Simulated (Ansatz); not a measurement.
## KPt under changes of volume

One of the cells (20.844 Å³/atom); the others are scaled copies at fixed shape and fractional positions:

```
Pt K
1.0
     3.00085    0.00000    0.00000
    -1.50042    2.59881    0.00000
     0.00000    0.00000    5.34558
Pt K
1 1
Direct
  0.66667 0.33333 0.00000
  0.00000 0.00000 0.50000
```

The cell comes from a database or a generator and needn't be the stable form of this composition.

- Program: Ansatz 0.2.0
- Functional: BLYP
- Potentials or basis: Ansatz PAW
- Cutoff: 420 eV (not typed: the program's choice for these potentials)
- k mesh: 10 × 10 × 5
- Occupations: fermi-dirac, width 0.05 eV
- Spin: no spin polarisation

```csv
volume (Å³/atom),energy over the lowest point (meV/atom),pressure (GPa)
19.593,79.49,10.1
20.010,55.90,8.1
20.427,37.10,6.4
20.844,22.55,4.8
21.261,?,?
21.678,4.40,2.3
22.095,0.00,1.2
```

Q: What does the run at 21.261 Å³/atom give?

A: Energy over the lowest point 11.80 meV/atom; pressure 3.5 GPa.

Worked out: A Birch-Murnaghan fit of order 3 (a polynomial in V^(-2/3)) to the other rows has its minimum at 22.60 Å³/atom, just outside them, with B0 = V·E''(V) = 48 GPa and B' = 5.3 at fixed shape and positions, which overstates the stiffness. It gives 11.79 meV/atom at 21.261 Å³/atom, against the run's 11.80, and -dE/dV = 3.5 GPa, against 3.5.

Energies are extrapolated to zero smearing.

Caveats: the PAW data sets come from PBE, with cores solved anew for the run's functional, which leaves a small shift of forces and pressure.
